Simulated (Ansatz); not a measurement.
# C₂H₇BFNS: a ladder of functionals and wavefunction methods

An exercise on one series of results from a longer session: the logs are not shown, and one member is left open.

Program: Ansatz 0.2.0, Gaussian basis. Level of theory: functionals in def2-TZVPP, the program's frozen cores in correlated methods. These are calculated values, not measurements.

The runs, in order: PBE-D4, r2SCAN-D4, PBE0-D4, B3LYP-D4, ωB97X-V, ωB97M-V, B2PLYP; CCSD(T)/def2-TZVPP; MP2/def2-QZVPP; extrapolation to the limit.

**The relaxed structure**

An earlier PBE0-D4 in a triple-zeta def2 set relaxation fixed the geometry.

SMILES `CB(S)C(N)F`, 13 atoms, charge 0, spin multiplicity 1.

Atoms are counted from 1 here; the program's logs count them from 0.

Bond lengths: C1–B2 1.557 Å, C1–H7 1.090 Å, C1–H8 1.096 Å, C1–H9 1.096 Å, B2–S3 1.782 Å, B2–C4 1.595 Å, S3–H10 1.347 Å, C4–N5 1.412 Å, C4–F6 1.421 Å, C4–H11 1.100 Å, N5–H12 1.011 Å, N5–H13 1.011 Å. Angles: B2–C1–H7 114.8°, B2–C1–H8 110.1°, B2–C1–H9 108.9°, H7–C1–H8 108.8°, H7–C1–H9 108.8°, H8–C1–H9 105.0°, C1–B2–S3 120.4°, C1–B2–C4 120.5°, S3–B2–C4 119.1°, B2–S3–H10 96.4°, B2–C4–N5 115.5°, B2–C4–F6 108.9°, B2–C4–H11 107.5°, N5–C4–F6 111.8°, N5–C4–H11 108.0°, F6–C4–H11 104.4°, C4–N5–H12 112.7°, C4–N5–H13 112.4° and more.

Set-up of the first run:

File in.yaml:

```yaml
crystal:
  periodic: [false, false, false]
  atoms:
    - {symbol: C, position_ang: [-0.534874, -1.009275, 1.602188]}
    - {symbol: B, position_ang: [0.300019, -0.476076, 0.400842]}
    - {symbol: S, position_ang: [2.050580, -0.795995, 0.306737]}
    - {symbol: C, position_ang: [-0.407886, 0.315626, -0.789197]}
    - {symbol: N, position_ang: [0.394857, 1.276044, -1.443543]}
    - {symbol: F, position_ang: [-1.621199, 0.878464, -0.310378]}
    - {symbol: H, position_ang: [0.027453, -1.605476, 2.321518]}
    - {symbol: H, position_ang: [-1.381662, -1.601234, 1.237944]}
    - {symbol: H, position_ang: [-0.987837, -0.159590, 2.125211]}
    - {symbol: H, position_ang: [2.263436, -0.132658, -0.846498]}
    - {symbol: H, position_ang: [-0.727202, -0.425387, -1.536309]}
    - {symbol: H, position_ang: [-0.069785, 1.697692, -2.236222]}
    - {symbol: H, position_ang: [0.714501, 2.003167, -0.817393]}
basis:
  gaussian: {orbitals: def2-TZVPP}
hamiltonian: {xc: pbe, dispersion: d4}
output: {forces: true, orbitals: {seedname: orbitals}}
```

Started as:

```sh
$ ansatz run in.yaml --threads 2 --pin off --events-out ev --progress --plain --max-ram 32768MiB --backend cuda --devices 0, --max-vram 18GiB
```

Among the steps run: PBE-D4 (GGA); r2SCAN-D4 (meta-GGA); PBE0-D4 (hybrid); B3LYP-D4 (hybrid); ωB97X-V (range-separated); ωB97M-V (range-separated); B2PLYP (double hybrid); CCSD(T) in def2-TZVPP; MP2 in def2-QZVPP.

One table of the session follows, with a row left open; its other results are not shown here.

| method | atomisation energy (kJ/mol) |
| --- | --- |
| PBE-D4 | 5023.3 |
| r2SCAN-D4 | ? |
| PBE0-D4 | 4922.8 |
| B3LYP-D4 | 4896.4 |
| ωB97X-V | 4907.2 |
| ωB97M-V | 4917.2 |
| B2PLYP | 4835.0 |
| HF/def2-TZVPP | 3517.9 |
| MP2/def2-TZVPP | 4830.6 |
| CCSD/def2-TZVPP | 4666.3 |
| CCSD(T)/def2-TZVPP | 4743.6 |
| MP2/CBS | 4958.8 |
| CCSD(T)/CBS | 4871.9 |

Q: Estimate the row for r2SCAN-D4 from the others.

**Answer.** atomisation energy (kJ/mol): 4909.9. In the column «atomisation energy (kJ/mol)» it lies between ωB97X-V (4907.2) and ωB97M-V (4917.2).

Caveats from the session: Free atoms (2 C, 1 B, 1 S, 1 N, 1 F, 7 H) were run apart at each level; the atomisation energy is their sum less the molecule, without zero-point or spin-orbit terms.
